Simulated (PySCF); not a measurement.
# CH8AlAs: the cost of one run

Computed with PySCF 2.14.0, with density-fitted response routines of our own, on a single molecule in the gas phase. Atoms count from 0, in the outputs and in this text.

### 1 Starting geometry

11 atoms, charge 0, multiplicity 1; geometry from: GFN2-xTB.

Bonds of the start (Å): C0–Al1 1.99, Al1–As2 2.67, C0–H3 1.10, C0–H4 1.10, C0–H5 1.10, Al1–H6 1.56, Al1–H7 1.57, As2–H8 1.49, As2–H9 1.49, As2–H10 1.51.

### 2 Ultraviolet spectrum: CAM-B3LYP/def2-SVPD

Job settings and geometry (Å):

```
{"job": {"kind": "uv", "xc": "CAM-B3LYP", "basis": "def2-SVPD", "nstates": 8, "ntriplets": 3}, "charge": 0, "multiplicity": 1}
C     -1.890802     0.521101     0.119746
Al    -0.582322    -0.891552    -0.376731
As     1.720157     0.411007    -0.033870
H     -2.933035     0.299796    -0.137246
H     -1.659416     1.481705    -0.363976
H     -1.882284     0.715360     1.201762
H     -0.243669    -1.311163    -1.844365
H     -0.041974    -1.919237     0.684996
H      2.086743     0.151234     1.387005
H      2.514976    -0.767767    -0.466885
H      2.917050     1.312188    -0.196400
```

With the program's defaults for keys left out, this is: TDDFT CAM-B3LYP/def2-SVPD, vertical, gas phase, core orbitals frozen in the response.

The run is started by

```bash
OMP_NUM_THREADS=1 python probes_run.py task.json out
```

This one command runs all jobs of the session in turn.

Q: Estimate the wall time and peak memory of this first job on 1 thread of Arm Neoverse N1, shared host.

About 26 s, with a peak of 0.61 GiB.
